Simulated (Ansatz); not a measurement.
**BCl2H2N: how energies converge with the basis set**

The task here is to estimate one member of a computed series from the others.

Program: Ansatz 0.2.0, Gaussian basis. Level of theory: one geometry, several basis sets. These are calculated values, not measurements.

Plan: PBE0-D4/def2-SVP; ωB97M-V/def2-SVP; PBE0-D4/def2-QZVPP; ωB97M-V/def2-QZVPP; CCSD(T)/cc-pV(D+d)Z; CCSD(T)/cc-pV(T+d)Z; CCSD(T)/cc-pV(Q+d)Z; the functionals' def2-TZVPP values are taken from earlier runs.

## Structure used throughout

All runs share one geometry, relaxed beforehand with PBE0-D4 in a triple-zeta def2 set.

6 atoms, charge 0, spin multiplicity 1.

Atoms are counted from 1 here; the program's logs count them from 0.

Bond lengths: N1–B2 1.384 Å, N1–H5 1.005 Å, N1–H6 1.005 Å, B2–Cl3 1.761 Å, B2–Cl4 1.761 Å. Angles: B2–N1–H5 122.3°, B2–N1–H6 122.3°, H5–N1–H6 115.4°, N1–B2–Cl3 120.3°, N1–B2–Cl4 120.3°, Cl3–B2–Cl4 119.5°.

Set-up of the first run:

in.yaml

```yaml
crystal:
  periodic: [false, false, false]
  atoms:
    - {symbol: N, position_ang: [0.479513, 0.537537, 0.353233]}
    - {symbol: B, position_ang: [-0.328996, -0.400528, -0.264355]}
    - {symbol: Cl, position_ang: [-2.038218, -0.065496, -0.524966]}
    - {symbol: Cl, position_ang: [0.342877, -1.939113, -0.796284]}
    - {symbol: H, position_ang: [1.458341, 0.378715, 0.517331]}
    - {symbol: H, position_ang: [0.128683, 1.424986, 0.668841]}
basis:
  gaussian: {orbitals: def2-SVP}
hamiltonian: {xc: pbe0, dispersion: d4}
output: {orbitals: {seedname: orbitals}}
```

Started as:

```bash
$ ansatz run in.yaml --threads 2 --pin off --events-out ev --progress --plain --max-ram 32768MiB --backend cpu
```

Among the steps run: PBE0-D4 in def2-SVP; ωB97M-V in def2-SVP; PBE0-D4 in def2-QZVPP; ωB97M-V in def2-QZVPP.

One of the session's tables, all rows but one given; the rest of the session is left out.

| functional | basis | HOMO (eV) | LUMO (eV) |
| --- | --- | --- | --- |
| PBE0-D4 | def2-SVP | -8.37 | 0.65 |
| PBE0-D4 | def2-TZVPP | -8.57 | 0.17 |
| PBE0-D4 | def2-QZVPP | -8.62 | 0.04 |
| ωB97M-V | def2-SVP | ? | ? |
| ωB97M-V | def2-TZVPP | -10.88 | 2.09 |
| ωB97M-V | def2-QZVPP | -10.93 | 1.63 |

**Question.** Estimate the row for ωB97M-V, def2-SVP.

As computed: HOMO (eV): -10.64; LUMO (eV): 2.85. In the column «HOMO (eV)» it lies between ωB97M-V, def2-TZVPP (-10.88) and PBE0-D4, def2-QZVPP (-8.62).
